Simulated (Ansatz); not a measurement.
This script drives Ansatz 0.2.0 through its Python package.

Contents of `fgah2o.xyz`:
```text
5

O    -0.77800   -0.98910   -0.49550
Ga    0.62920    0.31690   -0.04800
F     0.01860    1.76050   -0.74550
H    -1.26460   -0.80850    0.32730
H     1.44480   -0.35350    0.92040
```

The script, `pa_fgah2o.py`:
```python
import warnings

import ansatz as az
import numpy as np


def main() -> None:
    warnings.simplefilter('ignore', az.DeckWarning)

    system = az.Crystal.molecule_from_extxyz('fgah2o.xyz')

    model = system.calculation()
    model = model.basis(gaussian='def2-SVP')
    model = model.functional('b3lyp')
    model = model.accuracy('medium')
    symbols = [site.symbol for site in system.cartesian_sites]
    start = np.array([site.position_ang for site in system.cartesian_sites], dtype=float)
    r = model.relax(force_tolerance=0.01).run(threads=1).report
    end = np.array(r['positions_ang'])

    away = sum((end[0] - end[j]) / np.linalg.norm(end[0] - end[j]) for j in [1, 3]) + np.array([0.15, 0.1, -0.2])
    proton = end[0] + 1.0 * away / np.linalg.norm(away)
    acid = az.Crystal.molecule()
    for symbol, place in zip(symbols, end):
        acid = acid.atom(symbol, place.tolist())
    acid = acid.atom('H', proton.tolist())
    protonated = (
        acid.calculation()
        .basis(gaussian='def2-SVP')
        .functional('b3lyp')
        .accuracy('medium')
        .charge(1)
        .relax(force_tolerance=0.01, max_steps=80)
    )
    after = protonated.run(threads=1).report
    xyz = np.array(after['positions_ang'])
    reach = np.linalg.norm(xyz[:-1] - xyz[-1], axis=1)
    print(f'base {r["free_energy_ev"]:.5f} eV, protonated {after["free_energy_ev"]:.5f} eV')
    print(f'the proton ends {reach.min():.3f} A from {symbols[reach.argmin()]}{reach.argmin()}')
    print(f'electronic proton affinity {23.060548 * (r["free_energy_ev"] - after["free_energy_ev"]):.1f} kcal/mol')


if __name__ == '__main__':
    main()
```

It is started by `python pa_fgah2o.py`. Estimate its wall time and peak memory on 1 thread of Arm Neoverse V1, with other jobs on the host.

It took about 55 s, with a peak of 0.23 GiB, for 2 runs of the engine.

Running `python pa_fgah2o.py` prints:
```text
base -57166.96783 eV, protonated -57175.62064 eV
the proton ends 0.977 A from O0
electronic proton affinity 199.5 kcal/mol
```

The settings weren't tested for convergence. The proton is put on one chosen atom, which needn't be the most basic site, so the molecule's proton affinity can be higher; the ends are stationary points, not checked by frequencies, and zero-point and thermal terms count only where printed. b3lyp holds the VWN-RPA fit, as in Gaussian; the form of ORCA and Turbomole is b3lyp5.

(Lines on the test bed's own set-up are left out of the output.)
